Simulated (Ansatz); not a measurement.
# LuSi2: a single-point run

The task is a single-point run on LuSi2. The structure is shown as the input types it.

Method: DFT, PBEsol, norm-conserving pseudopotentials, Ansatz's default files, scalar-relativistic (as first typed), in Ansatz 0.2.0.

**1. Starting point**

Symmetry: P6/mmm, No. 191, hexagonal system. The conventional cell has a = 4.089 Å, b = 4.089 Å, c = 3.796 Å, α = 90.00°, β = 90.00°, γ = 120.00°. Lu (site symmetry 6/mmm) has 12 Si at 3.03 Å as nearest neighbours. Si (site symmetry -6m2) is surrounded by 3 Si at 2.36 Å and 6 Lu at 3.03 Å.

Coordinates:

```cif
data_structure
_symmetry_space_group_name_H-M 'P 1'
_symmetry_Int_Tables_number 1
_cell_length_a 4.0893
_cell_length_b 4.0893
_cell_length_c 3.7962
_cell_angle_alpha 90.000
_cell_angle_beta 90.000
_cell_angle_gamma 120.000
_cell_volume 54.98
loop_
_atom_site_label
_atom_site_type_symbol
_atom_site_fract_x
_atom_site_fract_y
_atom_site_fract_z
_atom_site_occupancy
Lu1 Lu 0.00000 0.00000 0.00000 1
Si1 Si 0.33333 0.66667 0.50000 1
Si2 Si 0.66667 0.33333 0.50000 1
```

**2. The calculation**

The input, input.yaml:

```yaml
crystal:
  lattice:
    - [4.0893360604, 0.0, 0.0]
    - [-2.0446680302, 3.5414689129, 0.0]
    - [0.0, 0.0, 3.796218]
  atoms:
    - { symbol: Lu, position: [0.0, 0.0, 0.0] }
    - { symbol: Si, position: [0.3333333333, 0.6666666667, 0.5] }
    - { symbol: Si, position: [0.6666666667, 0.3333333333, 0.5] }
kpoints:
  mp_grid: { grid: [9, 9, 8] }
scf:
  occupations: { method: fermi_dirac, width: 0.05 }
hamiltonian:
  xc: pbesol
  pseudopotentials: { kind: nc }
output:
  forces: true
  stress: true
  eigenvalues: true
  efg: { contact_densities: true }
  populations: true
```

The run is started by

```bash
ansatz run input.yaml --threads 1 --pin off --max-ram 3072MiB --backend cpu --events-out ev --progress --plain --runs-dir out
```

Q: Will this input give a usable result? If not, why, and what should change?

The program refused the input before any cycle. The line that matters: «output.efg without hamiltonian.pseudopotentials.kind: paw|paw_fr|all_electron or hamiltonian.pseudopotentials.kind: all_electron — the all-electron EFG reconstruction needs the PAW one-centre densities; drop the efg request ...»

Look at the input: hamiltonian.pseudopotentials.kind is nc. The program refuses this combination of settings.

Fix: set hamiltonian.pseudopotentials.kind to paw.
